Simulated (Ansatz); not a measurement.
**Molecular dynamics of W$_{8}$C$_{8}$O**

Input:

```yaml
accuracy: low
crystal:
  lattice:
    - [5.7832, 0.0, 0.0]
    - [-2.8916, 5.008398, 0.0]
    - [0.0, 0.0, 15.2447]
  atoms:
    - { symbol: W, position: [0.0, 0.0, 0.0655966] }
    - { symbol: C, position: [0.33046197, 0.16090678, 0.15203015] }
    - { symbol: W, position: [0.00299828, -0.00299646, 0.25260591] }
    - { symbol: C, position: [0.33085788, 0.16155888, 0.32815457] }
    - { symbol: W, position: [0.0, 0.5, 0.0655966] }
    - { symbol: C, position: [0.33047036, 0.66943835, 0.15205902] }
    - { symbol: W, position: [0.002999, 0.50587198, 0.25257174] }
    - { symbol: C, position: [0.33093275, 0.66909968, 0.32815379] }
    - { symbol: W, position: [0.5, 0.0, 0.0655966] }
    - { symbol: C, position: [0.83328404, 0.16649998, 0.1559668] }
    - { symbol: W, position: [0.49404124, -0.0030567, 0.252615] }
    - { symbol: C, position: [0.8338465, 0.16742155, 0.35735588] }
    - { symbol: W, position: [0.5, 0.5, 0.0655966] }
    - { symbol: C, position: [0.83900581, 0.66945134, 0.15207024] }
    - { symbol: W, position: [0.50003353, 0.49998004, 0.25572906] }
    - { symbol: C, position: [0.83841417, 0.66916923, 0.32814471] }
    - { symbol: O, position: [-0.16587133, 0.1671219, 0.43406002] }
basis:
  ecutwfc: 420.0
kpoints:
  mp_grid: { grid: [2, 2, 1] }
hamiltonian:
  xc: pbe
  pseudopotentials: { kind: paw, azcp: { folder: soft_1 } }
scf:
  occupations: { method: fermi_dirac, width: 0.05 }
  lower_state_search: "off"
md:
  timestep: 1
  n_steps: 110
  ensemble: nve
  temperature: 1800.0
  initial_velocities: maxwell_boltzmann
  seed: 307460
  constraints: [{ sites: [0, 4, 8, 12] }]
```

Launched with:

```bash
$ ansatz run input.yaml --threads 1 --pin off --max-ram 3072MiB --backend cpu --events-out ev --progress --plain --runs-dir out
```

It starts from a relaxed structure.

Output, in part (step lines):

```
md step     0: t =     0.00 fs  T =  1800.0 K  F+E_penalty+E_count = -85648.54153171 eV  E_kin = 3.024684 eV  conserved = -85645.51684773 eV  (12 SCF iters)
md step     1: t =     1.00 fs  T =  1786.6 K  F+E_penalty+E_count = -85648.51889964 eV  E_kin = 3.002207 eV  conserved = -85645.51669229 eV  (8 SCF iters)
md step     2: t =     2.00 fs  T =  1748.1 K  F+E_penalty+E_count = -85648.45386691 eV  E_kin = 2.937470 eV  conserved = -85645.51639668 eV  (8 SCF iters)
md step     3: t =     3.00 fs  T =  1687.1 K  F+E_penalty+E_count = -85648.35097039 eV  E_kin = 2.834971 eV  conserved = -85645.51599965 eV  (8 SCF iters)
md step     4: t =     4.00 fs  T =  1607.3 K  F+E_penalty+E_count = -85648.21643088 eV  E_kin = 2.700887 eV  conserved = -85645.51554402 eV  (8 SCF iters)
md step     5: t =     5.00 fs  T =  1513.0 K  F+E_penalty+E_count = -85648.05745274 eV  E_kin = 2.542385 eV  conserved = -85645.51506729 eV  (5 SCF iters)
md step     6: t =     6.00 fs  T =  1408.6 K  F+E_penalty+E_count = -85647.88160948 eV  E_kin = 2.367014 eV  conserved = -85645.51459562 eV  (4 SCF iters)
md step     7: t =     7.00 fs  T =  1298.7 K  F+E_penalty+E_count = -85647.69641748 eV  E_kin = 2.182278 eV  conserved = -85645.51413961 eV  (4 SCF iters)
[... lines left out ...]
md step   110: t =   110.00 fs  T =  1238.6 K  F+E_penalty+E_count = -85647.59439377 eV  E_kin = 2.081357 eV  conserved = -85645.51303687 eV  (9 SCF iters)
```

The steps, from the saved trajectory:

```json
{"time (fs)": "0.0", "T (K)": "1800", "potential energy less start (eV)": "0.000", "conserved less start (meV/atom)": "0.00"}
{"time (fs)": "3.0", "T (K)": "1687", "potential energy less start (eV)": "0.191", "conserved less start (meV/atom)": "0.05"}
{"time (fs)": "6.0", "T (K)": "1409", "potential energy less start (eV)": "0.660", "conserved less start (meV/atom)": "0.13"}
{"time (fs)": "9.0", "T (K)": "1079", "potential energy less start (eV)": "1.215", "conserved less start (meV/atom)": "0.21"}
{"time (fs)": "12.0", "T (K)": "816", "potential energy less start (eV)": "1.658", "conserved less start (meV/atom)": "0.29"}
{"time (fs)": "15.0", "T (K)": "728", "potential energy less start (eV)": "1.806", "conserved less start (meV/atom)": "0.30"}
{"time (fs)": "18.0", "T (K)": "828", "potential energy less start (eV)": "1.638", "conserved less start (meV/atom)": "0.23"}
{"time (fs)": "21.0", "T (K)": "1023", "potential energy less start (eV)": "1.309", "conserved less start (meV/atom)": "0.18"}
{"time (fs)": "24.0", "T (K)": "1227", "potential energy less start (eV)": "0.965", "conserved less start (meV/atom)": "0.12"}
{"time (fs)": "27.0", "T (K)": "1357", "potential energy less start (eV)": "0.746", "conserved less start (meV/atom)": "0.08"}
{"time (fs)": "30.0", "T (K)": "1357", "potential energy less start (eV)": "0.746", "conserved less start (meV/atom)": "0.10"}
{"time (fs)": "33.0", "T (K)": "1253", "potential energy less start (eV)": "0.922", "conserved less start (meV/atom)": "0.12"}
{"time (fs)": "36.0", "T (K)": "1071", "potential energy less start (eV)": "1.227", "conserved less start (meV/atom)": "0.15"}
{"time (fs)": "39.0", "T (K)": "865", "potential energy less start (eV)": "1.575", "conserved less start (meV/atom)": "0.21"}
{"time (fs)": "42.0", "T (K)": "711", "potential energy less start (eV)": "1.834", "conserved less start (meV/atom)": "0.23"}
{"time (fs)": "45.0", "T (K)": "641", "potential energy less start (eV)": "1.951", "conserved less start (meV/atom)": "0.23"}
{"time (fs)": "48.0", "T (K)": "669", "potential energy less start (eV)": "1.905", "conserved less start (meV/atom)": "0.25"}
{"time (fs)": "51.0", "T (K)": "798", "potential energy less start (eV)": "1.687", "conserved less start (meV/atom)": "0.20"}
{"time (fs)": "54.0", "T (K)": "970", "potential energy less start (eV)": "1.398", "conserved less start (meV/atom)": "0.16"}
{"time (fs)": "57.0", "T (K)": "1132", "potential energy less start (eV)": "1.125", "conserved less start (meV/atom)": "0.14"}
{"time (fs)": "60.0", "T (K)": "1253", "potential energy less start (eV)": "0.921", "conserved less start (meV/atom)": "0.11"}
{"time (fs)": "63.0", "T (K)": "1290", "potential energy less start (eV)": "0.858", "conserved less start (meV/atom)": "0.11"}
{"time (fs)": "66.0", "T (K)": "1244", "potential energy less start (eV)": "0.937", "conserved less start (meV/atom)": "0.14"}
{"time (fs)": "69.0", "T (K)": "1146", "potential energy less start (eV)": "1.101", "conserved less start (meV/atom)": "0.14"}
{"time (fs)": "72.0", "T (K)": "1023", "potential energy less start (eV)": "1.309", "conserved less start (meV/atom)": "0.20"}
{"time (fs)": "75.0", "T (K)": "944", "potential energy less start (eV)": "1.442", "conserved less start (meV/atom)": "0.23"}
{"time (fs)": "78.0", "T (K)": "948", "potential energy less start (eV)": "1.436", "conserved less start (meV/atom)": "0.20"}
{"time (fs)": "81.0", "T (K)": "1003", "potential energy less start (eV)": "1.342", "conserved less start (meV/atom)": "0.20"}
{"time (fs)": "84.0", "T (K)": "1100", "potential energy less start (eV)": "1.180", "conserved less start (meV/atom)": "0.17"}
{"time (fs)": "87.0", "T (K)": "1199", "potential energy less start (eV)": "1.012", "conserved less start (meV/atom)": "0.14"}
{"time (fs)": "90.0", "T (K)": "1261", "potential energy less start (eV)": "0.908", "conserved less start (meV/atom)": "0.14"}
{"time (fs)": "93.0", "T (K)": "1283", "potential energy less start (eV)": "0.870", "conserved less start (meV/atom)": "0.12"}
{"time (fs)": "96.0", "T (K)": "1244", "potential energy less start (eV)": "0.936", "conserved less start (meV/atom)": "0.12"}
{"time (fs)": "99.0", "T (K)": "1147", "potential energy less start (eV)": "1.100", "conserved less start (meV/atom)": "0.16"}
{"time (fs)": "102.0", "T (K)": "1054", "potential energy less start (eV)": "1.257", "conserved less start (meV/atom)": "0.20"}
{"time (fs)": "105.0", "T (K)": "1019", "potential energy less start (eV)": "1.316", "conserved less start (meV/atom)": "0.24"}
{"time (fs)": "108.0", "T (K)": "1102", "potential energy less start (eV)": "1.177", "conserved less start (meV/atom)": "0.26"}
```

All steps were run. The conserved energy stayed within 0.31 meV per atom of its start (net change 0.22 meV per atom), so the integration is sound. A run of 0.11 ps of so small a system gives no equilibrium averages. Limits of this set-up: coarse k mesh, thin slab, slab without dipole correction, low accuracy level.

Mean squared displacements from the first frame to the last: W 0.02 Å², C 0.47 Å², O 3.47 Å².

Last frame:

```xyz
17
Lattice="5.7832 0.0000 0.0000 -2.8916 5.0084 0.0000 0.0000 0.0000 15.2447" Properties=species:S:1:pos:R:3
W 0.000 0.000 1.000
C 1.488 0.845 2.290
W 0.158 -0.017 3.852
C 1.576 0.818 4.982
W -1.446 2.504 1.000
C -0.015 3.458 2.345
W -1.308 2.462 3.810
C 0.215 3.360 4.994
W 2.892 0.000 1.000
C 4.565 0.866 2.537
W 3.004 0.039 3.929
C 3.418 -0.726 6.003
W 1.446 2.504 1.000
C 2.984 3.340 2.373
W 1.655 2.400 3.924
C 2.947 3.302 4.926
O -2.339 -0.687 7.207
```

The run took 11 min on 1 thread of Arm Neoverse V2, with other jobs on the host, peak memory 0.68 GiB.
